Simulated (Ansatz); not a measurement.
# AlFe3H (Pm-3m): equation of state with a fit

Where is the equilibrium volume of AlFe3H (Pm-3m), and how stiff is it? The task is an equation of state with a fit, for AlFe3H (Pm-3m).

Program: the Python package of Ansatz 0.2.0. Level of theory: DFT r2SCAN, plane waves, PAW. These are calculated values, not measurements.

## (1) The structure

The structure is cubic, space group Pm-3m (No. 221). Conventional cell: a = 3.700 Å, b = 3.700 Å, c = 3.700 Å, α = 90.00°, β = 90.00°, γ = 90.00°. Al (site symmetry m-3m) is surrounded by 12 Fe at 2.62 Å. Fe (site symmetry 4/mmm) is surrounded by 2 H at 1.85 Å. H (site symmetry m-3m) has 6 Fe at 1.85 Å as nearest neighbours.

No structure file is read: the coordinates are typed or built in the script.

## (2) The code

File alfe3h_eos.py:

```python
# -*- coding: utf-8 -*-
'''Bulk modulus of AlFe3H from an E(V) curve.'''

import ansatz as az
from ase.eos import EquationOfState
from ase.units import GPa
import numpy as np

VECTORS = np.array([
    [3.69955353, 0.0, 0.0],
    [0.0, 3.69955353, 0.0],
    [0.0, 0.0, 3.69955353],
])
SITES = [
    ('Al', [0.5, 0.5, 0.5], 0.0),
    ('Fe', [0.5, 0.0, 0.0], 4.5),
    ('Fe', [0.0, 0.5, 0.0], 4.5),
    ('Fe', [0.0, 0.0, 0.5], 4.5),
    ('H', [0.0, 0.0, 0.0], 0.0),
]


def on_lattice(cell):
    crystal = az.Crystal(lattice=az.Lattice.of(cell))
    for symbol, position, moment in SITES:
        crystal = crystal.atom(symbol, position, moment=moment or None)
    return crystal


def main():
    # uniform scaling of the cell
    volumes, energies = [], []
    for scale in np.linspace(0.95, 1.07, 5):
        cell = VECTORS * scale ** (1 / 3)
        setup = (
            on_lattice(cell).calculation()
            .functional('r2SCAN')
            .occupations(az.OccupationsMethod.FERMI_DIRAC, width=0.15)
            .spin(az.SpinTreatment.COLLINEAR)
            .basis(600)
            .kpoints(6, 6, 6)
        )
        summary = setup.run(threads=1).report
        volumes.append(abs(np.linalg.det(cell)) / len(SITES))
        energies.append(summary['free_energy_ev'] / len(SITES))
        print(f'V = {volumes[-1]:8.4f} A^3/atom  F = {energies[-1]:.5f} eV/atom')

    eos = EquationOfState(volumes, energies, eos='birchmurnaghan')
    v0, e0, bulk = eos.fit()
    print(f'V0 = {v0:.4f} A^3/atom, E0 = {e0:.5f} eV/atom, B = {bulk / GPa:.1f} GPa')
    eos.plot('eos.png')


if __name__ == '__main__':
    main()
```

## (3) What the engine is handed

The engine receives this input (first run):

```yaml
crystal:
  lattice:
    - [3.6368371169690765, 0.0, 0.0]
    - [0.0, 3.6368371169690765, 0.0]
    - [0.0, 0.0, 3.6368371169690765]
  atoms:
    - { symbol: Al, position: [0.5, 0.5, 0.5] }
    - { symbol: Fe, position: [0.5, 0.0, 0.0], spin: 4.5 }
    - { symbol: Fe, position: [0.0, 0.5, 0.0], spin: 4.5 }
    - { symbol: Fe, position: [0.0, 0.0, 0.5], spin: 4.5 }
    - { symbol: H, position: [0.0, 0.0, 0.0] }
basis:
  ecutwfc: 600.0
kpoints:
  mp_grid:
    grid: [6, 6, 6]
hamiltonian:
  xc: r2scan
magnetization:
  spin_polarized: true
scf:
  occupations:
    method: fermi_dirac
    width: 0.15
```

## (4) The run

On the command line:

```bash
$ python alfe3h_eos.py
```

**Question.** Where does the minimum lie against the volume typed, and how stiff is the crystal?

The runs gave:

| quantity | value |
| --- | --- |
| runs compared | 5 |
| range of energy | 20.88 meV/atom |
| lowest point, volume (Å³/atom) | 10.228 |
| equilibrium volume (fit) | 10.13 Å³/atom |
| bulk modulus (fit) | 154 GPa |

A third-order Birch-Murnaghan fit through the 5 points has its minimum at 10.13 Å³ an atom, 0.0 % above the typed cell, with a bulk modulus of 154 GPa and dB/dP = 3.8. From that minimum the energy rises by 13.3 meV an atom on the compressed side and 21.3 meV on the expanded side. What to keep in mind:
- Other magnetic orders than the one started from may lie lower.
- For a metal this k-point mesh is coarse: on a finer one energies can move by several to tens of meV an atom and pressures by half a GPa or more, differences at one mesh by less.
- The smearing is wide enough that free energy and stress hold a thermal part of the electrons.
- r2SCAN tends to overestimate the moments of itinerant magnets.
- The structure comes from a database of computed cells and needn't be a stable or known phase.
